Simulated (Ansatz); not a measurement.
What does this script print? It uses Ansatz 0.2.0, Python API.

The script, `fh3osb2_field.py`:
```python
# -*- coding: utf-8 -*-
import ansatz as az
import numpy as np

geometry_ang = [
    ("O", (-0.3892, -1.6637, 0.2577)),
    ("Sb", (0.7205, -0.3678, 1.3297)),
    ("F", (2.3149, -0.8628, 0.2668)),
    ("Sb", (0.2389, 1.7889, -0.4082)),
    ("H", (-1.36, -1.3102, 0.3904)),
    ("H", (-1.5628, 1.6514, -0.0975)),
    ("H", (0.0988, 0.6962, -1.7846)),
]
molecule = az.Crystal.molecule()
for symbol, xyz in geometry_ang:
    molecule = molecule.atom(symbol, xyz)

job = (
    molecule.calculation()
    .basis(gaussian="def2-SVPD")
    .functional("cam_b3lyp")
    .forces()
)
centre = np.mean([site.position_ang for site in molecule.cartesian_sites], axis=0)
field = 2 * 14.399645 * 3.0 / 30.0 ** 2


def dipole(axis, sign):
    arm = 30.0 * np.eye(3)[axis]
    pair = [{"charge": sign * 3.0, "position_ang": (centre - arm).tolist()}, {"charge": -sign * 3.0, "position_ang": (centre + arm).tolist()}]
    deck = job.input().set(az.key.basis.gaussian.point_charges, pair)
    return np.array(az.Session.from_dict(deck).plan().execute().report["charge_distribution"]["dipole_moment_e_ang"])


print(f"field {field:.4f} V/A")
alpha = np.array([(dipole(axis, 1) - dipole(axis, -1)) / (2 * field) * 14.399645 for axis in range(3)])
print("polarisability tensor (A^3)")
print(np.array2string(alpha, precision=3, suppress_small=True))
print(f"mean {np.trace(alpha) / 3:.3f} A^3 = {np.trace(alpha) / 3 / 0.14818471:.2f} bohr^3")
```

`python fh3osb2_field.py` gives:
```text
field 0.0960 V/A
polarisability tensor (A^3)
[[12.887 -0.842  1.057]
 [-0.822 16.569 -3.265]
 [ 1.07  -3.251 14.37 ]]
mean 14.609 A^3 = 98.58 bohr^3
```

Caveats:
- The settings weren't tested for convergence.
- The geometry is a force-field or estimated start, not a minimum of this method, and the basis set is short of its limit. The field of two point charges is only nearly even.
- def2 sets replace the cores of elements past krypton by effective core potentials.
- Timing: 55 s on 1 thread of Arm Neoverse V2, with other jobs on the host, peak memory 0.51 GiB.

(A comment or docstring line of the script was reworded after the run, the code is as it ran; lines on the test bed's own set-up are left out of the output.)
